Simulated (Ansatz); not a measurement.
# BC5: the cost of one run

Computed with the Python package of Ansatz 0.2.0. Level of theory: DFT PBE, plane waves, PAW.

## (1) The system

Symmetry: P3m1, No. 156, trigonal system. The conventional cell has a = 2.552 Å, b = 2.552 Å, c = 6.400 Å, α = 90.00°, β = 90.00°, γ = 120.00°. B (site symmetry 3m) has 4 C at 1.61 to 1.63 Å as nearest neighbours. C (site symmetry 3m) has 3 C at 1.56 Å and 1 B at 1.61 Å as nearest neighbours. C (site symmetry 3m) is surrounded by 4 C at 1.55 to 1.56 Å. C (site symmetry 3m) is surrounded by 4 C at 1.50 to 1.57 Å. C (site symmetry 3m) has 4 C at 1.55 to 1.57 Å as nearest neighbours. Around C (site symmetry 3m) lie 1 C at 1.50 Å and 3 B at 1.63 Å.

Input file bc5.cif:

```cif
data_BC5
_cell_length_a 2.551551
_cell_length_b 2.551551
_cell_length_c 6.399657
_cell_angle_alpha 90.00000
_cell_angle_beta 90.00000
_cell_angle_gamma 120.00000
_symmetry_space_group_name_H-M 'P 1'
_symmetry_Int_Tables_number 1
loop_
_symmetry_equiv_pos_as_xyz
'x, y, z'
loop_
_atom_site_label
_atom_site_type_symbol
_atom_site_fract_x
_atom_site_fract_y
_atom_site_fract_z
B1 B    0.333333    0.666667    0.007586
C2 C    0.333333    0.666667    0.259511
C3 C    0.666667    0.333333    0.339033
C4 C    0.000000    0.000000    0.664563
C5 C    0.666667    0.333333    0.581364
C6 C    0.000000    0.000000    0.898942
```

## (2) The code

Input file bc5.py:

```python
"""Convergence of BC5 with the k-point mesh."""

import csv

import ansatz as az
from ase.io import read


def main() -> None:
    atoms = read("bc5.cif")
    bc5 = az.Crystal.from_ase(atoms)

    calculation = (
        bc5.calculation()
        .functional("PBE")
        .basis(470)
        .occupations(az.OccupationsMethod.FERMI_DIRAC)
        .stress()
    )

    rows = []
    for value in [(3, 3, 1), (5, 5, 2), (6, 6, 2), (8, 8, 3), (10, 10, 4), (12, 12, 5)]:
        report = calculation.kpoints(mesh=value).run(threads=1, pin="off").report
        rows.append((value, report["free_energy_ev"] / len(report["lattice"]["sites"]), report["n_iterations"], sum(report["stress_gpa"][i][i] for i in range(3)) / 3, report["n_kpoints"]))

    with open("kconv.csv", "w", newline="") as handle:
        writer = csv.writer(handle)
        writer.writerow(["mesh", "F/atom (eV)", "iterations", "P (GPa)", "k-points"])
        writer.writerows([round(v, 5) if isinstance(v, float) else v for v in row] for row in rows)

    # differences from the last row
    for row in rows[:-1]:
        shift = 1000 * (row[1] - rows[-1][1])
        print(f"{row[0]}: {shift:+.2f} meV/atom" + ("  (within 5 meV)" if abs(shift) < 5 else ""))


if __name__ == "__main__":
    main()
```

## (3) What the engine is handed

The engine receives this input (first run):

```yaml
crystal:
  lattice:
    - [2.551551, 0.0, 0.0]
    - [-1.2757754999999993, 2.209707985051588, 0.0]
    - [0.0, 0.0, 6.399657]
  atoms:
    - { symbol: B, position: [0.333333, 0.666667, 0.007585999999999998] }
    - { symbol: C, position: [0.333333, 0.666667, 0.259511] }
    - { symbol: C, position: [0.666667, 0.333333, 0.339033] }
    - { symbol: C, position: [0.0, 0.0, 0.664563] }
    - { symbol: C, position: [0.666667, 0.333333, 0.581364] }
    - { symbol: C, position: [0.0, 0.0, 0.8989419999999999] }
basis:
  ecutwfc: 470.0
kpoints:
  mp_grid:
    grid: [3, 3, 1]
hamiltonian:
  xc: pbe
scf:
  occupations:
    method: fermi_dirac
output:
  stress: true
```

## (4) The run

Command:

```console
> python bc5.py
```

Q: Estimate wall time and peak memory on 1 thread of Arm Neoverse V2, shared host.

About 10 s, with a peak of 0.46 GiB.
